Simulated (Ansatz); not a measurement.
# In3Se (Pm-3m) in Ansatz: further runs

Runs on In3Se. Level: PBEsol. Tasks: band structure.

All numbers are computed with Ansatz 0.2.0; they aren't measurements. Logs are shortened: lines on timing, memory, paths and dates and some standing lists are left out, and cuts for length are marked.

## 1. The crystal as given

It takes space group Pm-3m (No. 221, cubic). The conventional cell has a = 4.804 Å, b = 4.804 Å, c = 4.804 Å, α = 90.00°, β = 90.00°, γ = 90.00°. In (site symmetry 4/mmm) has 8 In at 3.40 Å and 4 Se at 3.40 Å as nearest neighbours. Se (site symmetry m-3m) has 12 In at 3.40 Å as nearest neighbours.

The cell comes from a database or a generator and needn't be the stable form of this composition.

## 2. Band structure, PBEsol

input.yaml

```yaml
crystal:
  lattice:
    - [4.803758, 0.0, 0.0]
    - [0.0, 4.803758, 0.0]
    - [0.0, 0.0, 4.803758]
  atoms:
    - { symbol: In, position: [0.5, 0.5, 0.0] }
    - { symbol: In, position: [0.5, 0.0, 0.5] }
    - { symbol: In, position: [0.0, 0.5, 0.5] }
    - { symbol: Se, position: [0.0, 0.0, 0.0] }
kpoints:
  mp_grid: { grid: [4, 4, 4] }
  band_path:
    path:
      - [0.0, 0.0, 0.0]
      - [0.0, 0.5, 0.0]
      - [0.5, 0.5, 0.0]
      - [0.0, 0.0, 0.0]
      - [0.5, 0.5, 0.5]
      - [0.0, 0.5, 0.0]
    npoints: 12
scf:
  occupations: { method: fermi_dirac, width: 0.05 }
hamiltonian:
  xc: pbesol
  pseudopotentials: { kind: all_electron, lapw: { basis_error: 0.002 } }
output:
  forces: true
  stress: true
  eigenvalues: true
```

Potentials or basis: all-electron LAPW, scalar-relativistic.

The run is started by

```bash
ansatz run input.yaml --threads 2 --pin off --max-ram 8192MiB --backend cpu --events-out ev --progress --plain --runs-dir out
```

Output:

```text
Warning: RAYON_NUM_THREADS=2 ignored (pool sized by the plan → 2); use --threads N
LAPW: plane waves up to 6.213 Å⁻¹, error target 2.0e-3 eV per atom; small_component_spin mean_spin; Se in spheres of 1.698 Å, 24 of its electrons in bands, Dirac shells []; In in spheres of 1.698 Å, 21 of its electrons in bands, Dirac shells [] (how accurate: hamiltonian.pseudopotentials.lapw.basis_error, Limitations)
Engine: ansatz 0.2.0, aarch64-unknown-linux-gnu
Pseudopotentials: kind: all_electron
Pseudopotential: In, LAPW, valence charge 21, lapw/all_electron/scalar/gaussian/In, Koelling and Harmon's equation, gaussian nucleus
Pseudopotential: Se, LAPW, valence charge 24, lapw/all_electron/scalar/gaussian/Se, Koelling and Harmon's equation, gaussian nucleus
Functional definition: PBEsol
  exchange = pbesol_x
  correlation = pbesol_c
Crystal: 4 atoms, lattice volume = 110.852 Å³
Basis set: ecut = 147.07642189342272 eV, 461 PW (Γ), exchange–correlation at level 2
Bands: 53, of which v1, the nominal top of the filled ones, is band 44 counted from 1 (43 counted from 0)
Symmetry: 48 space group operations
Space group: Pm-3m (ITA 221), of the structure as read, at distance tolerance 4.8e-5 Å
k-points: 10 of 64
Non-local potential: In, projectors of the file, none
Non-local potential: Se, projectors of the file, none
Initial density: superposition of atomic densities (chi_scale 0.1, normalization cell, long waves kept (reshape's long-wave potential 0.03 eV rms))
Initial wavefunctions: plane waves of lowest kinetic energy (no species holds an atomic orbital)
Functional: x = pbesol(κ = 0.804, μ = 0.12345679012345678), c = pbesol(β = 0.046)
iter 1 solved again at ethr=8.25e-4 eV; its pass at ethr=1.00e-1 eV (dr2=7.18e-1 eV) is discarded
SCF iter   1: F=—  HF=-546002.133393 eV  |F-HF|=—  |Δ(HF+E_count)|=         —  Δρ=1.47e-2  dr2=7.18e-1  ethr=8.25e-4  ⟨swp⟩=2.6  Hψ=3318  notcnv=0
preconditioner: auto → Resta (q_TF=auto, 2.620 Å⁻¹)  ε∞=3.4  [insulator: Δε(μ)=0.467 eV  Ē_g=15.141 eV  σ=0.050 eV  W_gap=0.75  n_scr=32 (ndim 8)  ℏωp=23.7 eV  f_vac=0.000  D(μ)=1.93/eV (n_scr^D=6)  ε∞_Penn≈3.4]
iter 2 solved again at ethr=2.75e-5 eV; its pass at ethr=8.25e-4 eV (dr2=2.39e-2 eV) is discarded
SCF iter   2: F=—  HF=-546001.818518 eV  |F-HF|=—  |Δ(HF+E_count)|=   3.15e-1  Δρ=3.46e-3  dr2=2.39e-2  ethr=2.75e-5  ⟨swp⟩=2.0  Hψ=2777  notcnv=0
SCF iter   3: F=—  HF=-546001.804764 eV  |F-HF|=—  |Δ(HF+E_count)|=   1.38e-2  Δρ=3.84e-3  dr2=4.51e-2  ethr=2.74e-5  ⟨swp⟩=2.0  Hψ=1600  notcnv=0
SCF iter   4: F=—  HF=-546001.799798 eV  |F-HF|=—  |Δ(HF+E_count)|=   4.97e-3  Δρ=1.38e-3  dr2=5.06e-3  ethr=2.74e-5  ⟨swp⟩=2.0  Hψ=1589  notcnv=0
SCF iter   5: F=—  HF=-546001.797460 eV  |F-HF|=—  |Δ(HF+E_count)|=   2.34e-3  Δρ=3.81e-4  dr2=3.29e-4  ethr=5.82e-6  ⟨swp⟩=2.0  Hψ=1599  notcnv=0
SCF iter   6: F=—  HF=-546001.797443 eV  |F-HF|=—  |Δ(HF+E_count)|=   1.64e-5  Δρ=1.05e-4  dr2=2.04e-5  ethr=3.79e-7  ⟨swp⟩=2.0  Hψ=1599  notcnv=0
SCF iter   7: F=—  HF=-546001.797438 eV  |F-HF|=—  |Δ(HF+E_count)|=   4.88e-6  Δρ=4.72e-5  dr2=3.98e-6  ethr=2.34e-8  ⟨swp⟩=2.0  Hψ=1599  notcnv=0
SCF iter   8: F=—  HF=-546001.797438 eV  |F-HF|=—  |Δ(HF+E_count)|=   2.22e-8  Δρ=1.30e-5  dr2=2.64e-7  ethr=4.58e-9  ⟨swp⟩=2.0  Hψ=1599  notcnv=0
SCF iter   9: F=-546001.797438 eV  HF=-546001.797438 eV  |F-HF|=1.05e-9  |Δ(HF+E_count)|=   1.29e-8  Δρ=1.79e-6  dr2=3.32e-9  ethr=3.03e-10  ⟨swp⟩=2.0  Hψ=1599  notcnv=0
SCF 1 converged in 9 iterations: F = -546001.797438 eV  dr2 = 3.32e-9
NSCF: frozen V_eff on 61 k-points
SCF converged after 9 iterations
Free energy (F): -546001.797438 eV
Harris-Foulkes:  -546001.797438 eV  (|F-HF|=1.05e-9)
Internal energy: -546001.783738 eV  (E = F + TS)
E sigma→0 (E₀):  -546001.790588 eV
Entropy (-TS):   -0.013701 eV (-3.425 meV/atom)
Fermi energy:    11.292699 eV
--- Per-component energies (eV) ---
  E_band       = -3321.257843
  E_kinetic    = 571329.446553
  E_xc         = -15185.555341
  E_electrostatic = -1102145.674950  (all electrons and nuclei)
  E_smearing   = -0.013701  (= −TS)
  E_closure    = 0.000000  (closes the sum)
  E_atoms      = -545988.753367  (free atoms, spherical and without spin; not in F)
  Σ components = -546001.797438   (vs F -546001.797438, Δ=0.00e0)
  Basis errors (estimates in eV, not in F): energy 3.6e-4 per atom: plane waves 3.3e-4 (1.7e-4 summed), levels above the bands 8.4e-61, relativity 9.4e-9, radial functions 3.0e-5, core shells 8.8e-10; eigenvalues (radial functions only) 4.2e-5; not estimated: angular momenta, meshes, grids; target (lapw.basis_error) 2.0e-3; muffin-tin radii Se 1.698 Å, In 1.698 Å
--- Forces (eV/Å), atoms counted from 1 ---
  atom   1  In     0.00000000    -0.00000000     0.00000000
  atom   2  In     0.00000000    -0.00000000     0.00000000
  atom   3  In     0.00000000     0.00000000    -0.00000000
  atom   4  Se    -0.00000000    -0.00000000    -0.00000000
  max |Σ_I F_I| component: 4.68e-31 eV/Å
--- Stress (GPa, compression-positive) ---
       -2.787044       0.000000       0.000000
        0.000000      -2.787044       0.000000
        0.000000       0.000000      -2.787044
  P = ⅓ Tr σ = -2.7870 GPa (-27.870 kbar)
--- Band table (eV; the first three rows and the last of 10) ---
  k-point 0: bands = ["-196.2224", "-135.8860", "-135.8860", "-135.8860", "-104.0914", "-104.0911", "-104.0911", "-62.6189", "-62.6189", "-62.6189", "-62.6183", "-62.6183", "-62.6183", "-62.6032", "-62.6032", "-62.6032", "-36.3121", "-36.3121", "-36.3121", "-36.3120", "-36.3120", "-3.4861", "-3.4812", "-3.4812", "-3.4812", "-3.3600", "-3.3600", "-3.2285", "-3.2285", "-3.2285", "-3.1550", "-3.1550", "-3.1063", "-3.0568", "-3.0568", "-3.0568", "-1.4850", "4.0667", "7.9914", "7.9914", "7.9914", "8.9726", "8.9726", "12.3621", "12.3621", "12.3621", "15.3851", "15.3851", "15.3851", "16.4693", "18.0314", "18.0314", "18.0979"]
  k-point 1: bands = ["-196.2224", "-135.8860", "-135.8860", "-135.8860", "-104.0914", "-104.0912", "-104.0911", "-62.6188", "-62.6188", "-62.6188", "-62.6183", "-62.6183", "-62.6183", "-62.6033", "-62.6032", "-62.6032", "-36.3121", "-36.3121", "-36.3121", "-36.3120", "-36.3120", "-3.4726", "-3.4369", "-3.4271", "-3.4271", "-3.3537", "-3.3258", "-3.2371", "-3.2332", "-3.2332", "-3.1899", "-3.1543", "-3.1349", "-3.1210", "-3.1210", "-3.0568", "-1.3967", "3.9149", "6.7241", "8.3294", "8.3294", "9.2044", "10.3312", "11.8870", "11.8870", "12.5301", "13.6889", "14.7758", "14.7758", "17.7244", "17.7836", "18.1950", "18.1950"]
  k-point 2: bands = ["-196.2224", "-135.8860", "-135.8860", "-135.8860", "-104.0913", "-104.0912", "-104.0911", "-62.6187", "-62.6186", "-62.6186", "-62.6185", "-62.6185", "-62.6183", "-62.6034", "-62.6033", "-62.6033", "-36.3121", "-36.3121", "-36.3121", "-36.3120", "-36.3120", "-3.4633", "-3.3689", "-3.3343", "-3.3130", "-3.3130", "-3.2734", "-3.2711", "-3.2711", "-3.2574", "-3.2463", "-3.2119", "-3.2119", "-3.1832", "-3.1523", "-3.0568", "-1.2994", "3.7057", "6.2512", "8.8204", "8.8204", "9.5204", "10.2168", "11.1125", "11.1125", "12.5966", "14.9031", "14.9698", "14.9698", "15.4670", "17.0305", "17.0305", "18.8931"]
  k-point 9: bands = ["-196.2224", "-135.8860", "-135.8860", "-135.8860", "-104.0912", "-104.0912", "-104.0912", "-62.6200", "-62.6200", "-62.6200", "-62.6169", "-62.6169", "-62.6169", "-62.6065", "-62.6019", "-62.6019", "-36.3121", "-36.3121", "-36.3121", "-36.3120", "-36.3120", "-3.4818", "-3.3914", "-3.3914", "-3.3914", "-3.3642", "-3.3642", "-3.3642", "-3.1936", "-3.1936", "-3.1936", "-3.1929", "-3.1929", "-3.0931", "-3.0931", "-3.0931", "-0.8975", "6.8647", "6.8647", "6.8647", "7.0848", "7.0848", "7.0848", "8.0216", "14.2420", "14.2420", "14.2420", "19.1158", "19.1683", "19.1683", "19.5177", "19.5177", "19.5177"]
```

It took 10 s on 2 threads of Arm Neoverse V2, shared host; peak memory 0.32 GiB.

What came out:

```
Free energy             : -546001.7974 eV
Pressure                : -2.8 GPa
Band gap along the path : none (metal or under the smearing width)
```

Levels at the corners of the path, in eV from the Fermi level:
| point | band 41 | band 42 | band 43 | band 44 | band 45 | band 46 |
| --- | --- | --- | --- | --- | --- | --- |
| Γ | -3.30 | -2.32 | -2.32 | 1.07 | 1.07 | 1.07 |
| X | -2.47 | -1.77 | -1.08 | -0.18 | -0.18 | 1.30 |
| M | -1.97 | -0.94 | -0.75 | -0.75 | 1.30 | 1.69 |
| Γ | -3.30 | -2.32 | -2.32 | 1.07 | 1.07 | 1.07 |
| R | -4.21 | -4.21 | -4.21 | -3.27 | 2.95 | 2.95 |
| X | -2.47 | -1.77 | -1.08 | -0.18 | -0.18 | 1.30 |

Caveat: the k mesh is thin for a metal, which can move the energy by tens of meV per atom; spin-orbit coupling is left out, which moves the levels of the heavy elements.

## 3. Band structure, PBEsol, spin-orbit coupling, no magnetisation

input.yaml: that of step 2 with these lines changed.

```diff
@@ -26,2 +26,5 @@
   pseudopotentials: { kind: all_electron, lapw: { basis_error: 0.002 } }
+magnetization:
+  noncollinear: true
+  spin_orbit: true
 output:
```

Potentials or basis: all-electron LAPW, relativistic spinors.

The run is started by

```bash
ansatz run input.yaml --threads 2 --pin off --max-ram 8192MiB --backend cpu --events-out ev --progress --plain --runs-dir out
```

Wall time 83 s (2 threads of Arm Neoverse V2, shared host); peak memory 0.67 GiB.

It converged, with:

```
Free energy             : -546135.0331 eV
Pressure                : -2.8 GPa
Band gap along the path : none (metal or under the smearing width)
```

Levels at the corners of the path, in eV from the Fermi level:
```csv
point,band 82,band 83,band 84,band 85,band 86,band 87,band 88,band 89,band 90,band 91
Γ,-3.26,-2.32,-2.32,-2.32,-2.32,1.05,1.05,1.05,1.05,1.05
X,-2.37,-1.77,-1.77,-1.07,-1.07,-0.34,-0.34,-0.06,-0.06,1.31
M,-2.00,-0.96,-0.96,-0.82,-0.82,-0.67,-0.67,1.26,1.26,1.69
Γ,-3.26,-2.32,-2.32,-2.32,-2.32,1.05,1.05,1.05,1.05,1.05
R,-4.28,-4.19,-4.19,-4.19,-4.19,-3.28,-3.28,2.83,2.83,2.98
X,-2.37,-1.77,-1.77,-1.07,-1.07,-0.34,-0.34,-0.06,-0.06,1.31
```

Caveat: the k mesh is thin for a metal, which can move the energy by tens of meV per atom.
